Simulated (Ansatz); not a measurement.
# AlGaH+ (triplet): wave-function methods side by side, cc-pVTZ

The task here is to estimate one member of a computed series from the others.

Method: cc-pVTZ, core rule «outside noble gas», up to 19 orbitals frozen; program: Ansatz 0.2.0, Gaussian basis.

Plan: UHF; CCSD(T) on ROHF; CCSD(T) on UHF; BCCD(T) on ROHF; CCSDT(Q) on ROHF; CCSDT(Q) on UHF; CASSCF and MRCISD+Q, 6 electrons in 9 orbitals; CASSCF and NEVPT2, 6 electrons in 9 orbitals.

23 further runs of the same task are left out: 2 for a known fault of the program, 7 that didn't finish, 14 set aside as unsound or not needed.

### The geometry

The geometry is a PBE0/def2-TZVP stationary point (not a proven minimum) of the parent state, kept for this charge and spin. No spin-orbit coupling is included. The filled d shell of Ga may be among the frozen orbitals whatever the setting's name suggests; the logs give the count.

3 atoms, charge 1, spin multiplicity 3.

Atoms are counted from 1 here; the program's logs count them from 0.

Bond lengths: Al1–Ga2 2.308 Å, Ga2–H3 1.559 Å. Angles: Al1–Ga2–H3 180.0°.

Set-up of the first run:

File in.yaml:

```yaml
crystal:
  periodic: [false, false, false]
  atoms:
    - {symbol: Al, position_ang: [0.000000, 0.000000, 2.058500]}
    - {symbol: Ga, position_ang: [0.000000, 0.000000, -0.249900]}
    - {symbol: H, position_ang: [0.000000, 0.000000, -1.808600]}
basis:
  gaussian: {orbitals: cc-pVTZ}
total_charge: 1
magnetization: {spin_polarized: true, initial_magnetization: 2}
hamiltonian: {xc: hf}
output: {orbitals: {seedname: orbitals}}
```

Command:

```
> ansatz run in.yaml --threads 1 --pin off --events-out ev --progress --plain --max-ram 2393MiB
```

Among the steps run: UHF; CCSD(T) on ROHF; CCSD(T) on UHF; BCCD(T) on ROHF; CCSDT(Q) on ROHF; CCSDT(Q) on UHF; CASSCF and MRCISD+Q, 6 electrons in 9 orbitals; CASSCF and NEVPT2, 6 electrons in 9 orbitals.

One of the session's tables, all rows but one given; the rest of the session is left out.

It belongs to the step «Misses and costs». 

| method | from UCCSDT(Q) (meV) |
| --- | --- |
| ROHF | +3003.8 |
| UHF | +2924.3 |
| RMP2 | +771.8 |
| UMP2 | +762.8 |
| RCCSD | ? |
| UCCSD | +132.5 |
| RCCSD(T) | +39.6 |
| UCCSD(T) | +34.6 |
| BCCD(T) | +38.3 |
| RCCSDT | +9.1 |
| UCCSDT | +4.1 |
| RCCSDT(Q) | +4.8 |
| UCCSDT(Q) | 0 |
| CASSCF valence | +1568.4 |
| NEVPT2 valence | +446.1 |
| MRCISD valence | +64.5 |
| MRCISD+Q valence | +1.0 |

Q: Estimate the row for RCCSD from the others.

**Answer.** from UCCSDT(Q) (meV): +140.8. In the column «from UCCSDT(Q) (meV)» it lies between UCCSD (+132.5) and NEVPT2 valence (+446.1).

Caveats from the session: Restricted and unrestricted rows rest on different reference determinants; where their highest levels disagree by more than a few hundredths of an eV, they describe different states and don't form one ladder.
